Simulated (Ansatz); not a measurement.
# CH5BFN (SMILES CB(N)F): B2PLYP/cc-pVDZ

What is the vertical singlet–triplet gap of CH5BFN at B2PLYP/cc-pVDZ? 

The results are computed with Ansatz 0.2.0.

126 further runs of the same task are left out: 126 set aside as unsound or not needed.

## Step 1: The system as given

CH5BFN: 9 atoms, total charge 0, spin state singlet. SMILES: `CB(N)F`. The coordinates come from a PBE0-D4/def2-TZVP relaxation.

Bond lengths: C1–B2 1.566 Å, B2–N3 1.396 Å, B2–F4 1.347 Å, C1–H5 1.094 Å, C1–H6 1.091 Å, C1–H7 1.094 Å, N3–H8 1.006 Å, N3–H9 1.003 Å. Some angles: C1–B2–N3 124.5°, C1–B2–F4 118.6°, N3–B2–F4 116.9°, B2–C1–H5 110.2°, B2–C1–H6 113.8°, B2–C1–H7 110.2°, B2–N3–H8 122.4°, B2–N3–H9 123.0°, H5–C1–H6 108.1°, H5–C1–H7 106.2°.

## Step 2: The energy at B2PLYP/cc-pVDZ

in.yaml reads:

```yaml
crystal:
  periodic: [false, false, false]
  atoms:
    - {symbol: C, position_ang: [-0.428400, 0.964700, -0.539000]}
    - {symbol: B, position_ang: [0.098200, -0.482300, -0.251400]}
    - {symbol: "N", position_ang: [0.546200, -0.928100, 0.993800]}
    - {symbol: F, position_ang: [0.128500, -1.370900, -1.263800]}
    - {symbol: H, position_ang: [0.176600, 1.438400, -1.318100]}
    - {symbol: H, position_ang: [-0.424000, 1.616300, 0.336600]}
    - {symbol: H, position_ang: [-1.450400, 0.924300, -0.928000]}
    - {symbol: H, position_ang: [0.878700, -1.865200, 1.143700]}
    - {symbol: H, position_ang: [0.563100, -0.343500, 1.809000]}
basis:
  gaussian: {orbitals: cc-pVDZ}
hamiltonian: {xc: {name: B2PLYP}}
correlation: {frozen_orbitals: {B: 1, C: 1, F: 1, H: 0, "N": 1}}
accuracy: high
output: {orbitals: {seedname: orbitals}}
```

Run with:

```bash
$ ansatz run in.yaml --threads 1 --pin off --max-ram 3480MiB --events-out events.jsonl --progress --plain --runs-dir runs
```

Standard output:

```text
Warning: RAYON_NUM_THREADS=1 ignored (pool sized by the plan → 1); use --threads N
Functional definition: B2PLYP
  name "B2PLYP"
  parameter a = 0.53
  parameter c = 0.27
  exchange = (1 - a)*b88_x + a*exact_x
  correlation = (1 - c)*lyp_c + c*(mp2_os + mp2_ss)
1903 factors; integrals over basis functions are off by at most 3.3e-9 eV
mean field evaluation 1: about -5989.2633 eV, gradient 5.0e1 eV
mean field evaluation 2: about -5989.2604 eV, gradient 5.0e1 eV
mean field evaluation 4: about -5994.3523 eV, gradient 3.2e0 eV
mean field evaluation 8: about -5994.3753 eV, gradient 8.3e-2 eV
mean field evaluation 16: about -5994.3753 eV, gradient 4.6e-6 eV
mean field -5994.37533377 eV, -220.2892303825 hartree, gradient 2.3e-8 eV, S^2 0.000000; 0 other end points of the search recorded, 0 dependent functions left out
4 core orbitals not correlated: weight in the atoms' cores, before any rotation towards them, 1.000 or more for the frozen orbitals, at most 0.000 for the correlated occupied ones
reference -5994.37535726 eV, -220.2892312457 hartree; 12, 12 occupied and 65, 65 virtual orbitals, 1903 factors
second order -19.17058681 eV of doubles, -0.00000000 eV of singles
Total energy: -5999.55141570 eV, -220.4794478849 hartree
```

Wall time 7.8 s (1 thread of Arm Neoverse V1, shared host); peak memory 0.24 GiB.

## Step 3: The triplet, same level

run.yaml reads:

```yaml
basis:
  gaussian:
    orbitals: cc-pVDZ
crystal:
  periodic: [false, false, false]
  atoms:
    - {symbol: C, position_ang: [-0.428400, 0.964700, -0.539000]}
    - {symbol: B, position_ang: [0.098200, -0.482300, -0.251400]}
    - {symbol: "N", position_ang: [0.546200, -0.928100, 0.993800]}
    - {symbol: F, position_ang: [0.128500, -1.370900, -1.263800]}
    - {symbol: H, position_ang: [0.176600, 1.438400, -1.318100]}
    - {symbol: H, position_ang: [-0.424000, 1.616300, 0.336600]}
    - {symbol: H, position_ang: [-1.450400, 0.924300, -0.928000]}
    - {symbol: H, position_ang: [0.878700, -1.865200, 1.143700]}
    - {symbol: H, position_ang: [0.563100, -0.343500, 1.809000]}
magnetization:
  spin_polarized: true
  initial_magnetization: 2
hamiltonian:
  xc: {name: B2PLYP}
correlation:
  frozen_orbitals: {B: 1, C: 1, F: 1, H: 0, "N": 1}
accuracy: high
output: {orbitals: {seedname: orbitals}}
```

Run with:

```bash
$ ansatz run run.yaml --threads 1 --pin off --max-ram 3480MiB --events-out events.jsonl --progress --plain --runs-dir runs
```

Standard output, cut to the lines that bear on the results:

```text
Warning: RAYON_NUM_THREADS=1 ignored (pool sized by the plan → 1); use --threads N
Functional definition: B2PLYP
  name "B2PLYP"
[...]
1903 factors; integrals over basis functions are off by at most 3.3e-9 eV
[...]
mean field -5987.01827686 eV, -220.0188635279 hartree, gradient 5.0e-8 eV, S^2 2.010334; 4 other end points of the search recorded, 0 dependent functions left out
4 core orbitals not correlated: weight in the atoms' cores, before any rotation towards them, 1.000 or more for the frozen orbitals, at most 0.000 for the correlated occupied ones
reference -5987.01830140 eV, -220.0188644296 hartree; 13, 11 occupied and 64, 66 virtual orbitals, 1903 factors
second order -18.09302643 eV of doubles, -0.00000000 eV of singles
Total energy: -5991.90341853 eV, -220.1983891731 hartree
```

Wall time 30 s (1 thread of Arm Neoverse V1, shared host); peak memory 0.35 GiB.

## Step 4: Outcome

Level: B2PLYP/cc-pVDZ, 4 core orbitals frozen.

| quantity | value |
| --- | --- |
| singlet: total energy | -220.47945 Eh |
| singlet: HOMO energy (SCF part's orbitals) | -9.34 eV |
| singlet: LUMO energy (SCF part's orbitals) | 2.85 eV |
| singlet: HOMO–LUMO gap (SCF part's orbitals) | 12.19 eV |
| triplet: total energy | -220.19839 Eh |
| triplet: HOMO energy (SCF part's orbitals) (highest over α and β) | -1.71 eV |
| triplet: ⟨S²⟩ | 2.010 |
| vertical energy of the triplet above the singlet | 7.648 eV |

At this shape the triplet lies 7.65 eV (738 kJ/mol) above the singlet.
